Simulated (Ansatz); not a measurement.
# F2GeH2: the cost of one run

All numbers below are computed with Ansatz 0.2.0 (RKS PBE0/def2-SVP).

## Step 1: Starting point

Bond lengths: Ge1–H2 1.750 Å, Ge1–F3 1.880 Å, Ge1–F4 1.679 Å, Ge1–H5 1.549 Å. Angles: H2–Ge1–F3 41.0°, H2–Ge1–F4 122.5°, H2–Ge1–H5 122.5°, F3–Ge1–F4 122.9°, F3–Ge1–H5 122.9°, F4–Ge1–H5 109.5°.

Structure file:

```xyz
5

Ge    0.0000    0.0000    0.0000
H     0.9646    0.0000    1.4601
F     1.8114    0.0000    0.5034
F    -0.7913    1.3709   -0.5594
H    -0.7300   -1.2648   -0.5162
```

## Step 2: Pulling towards end A

Springs on the bonds that form and break draw the guess towards this end; the thresholds are loose.

input.yaml

```yaml
crystal:
  periodic: [false, false, false]
  atoms:
    - { symbol: Ge, position_ang: [0.0, 0.0, 0.0] }
    - { symbol: H, position_ang: [0.9646, 0.0, 1.4601] }
    - { symbol: F, position_ang: [1.8114, 0.0, 0.5034] }
    - { symbol: F, position_ang: [-0.7913, 1.3709, -0.5594] }
    - { symbol: H, position_ang: [-0.73, -1.2648, -0.5162] }
basis:
  gaussian: { orbitals: def2-SVP }
hamiltonian:
  xc: pbe0
relax:
  f_tol: 0.15
  max_steps: 25
  restrain:
    - { distance: [1, 2], at: 2.12, k: 30.0 }
    - { distance: [0, 1], at: 1.55, k: 30.0 }
    - { distance: [0, 2], at: 1.68, k: 30.0 }
```

Launch:

```sh
> ansatz run input.yaml --threads 1 --pin off --max-ram 2048MiB --backend cpu --events-out ev --progress --plain --runs-dir out
```

**Question.** How long does this run take on 1 thread of AMD EPYC 9B45 (Zen 5), shared host, and how much memory does it need?

About 4.6 s, with a peak of 0.15 GiB.
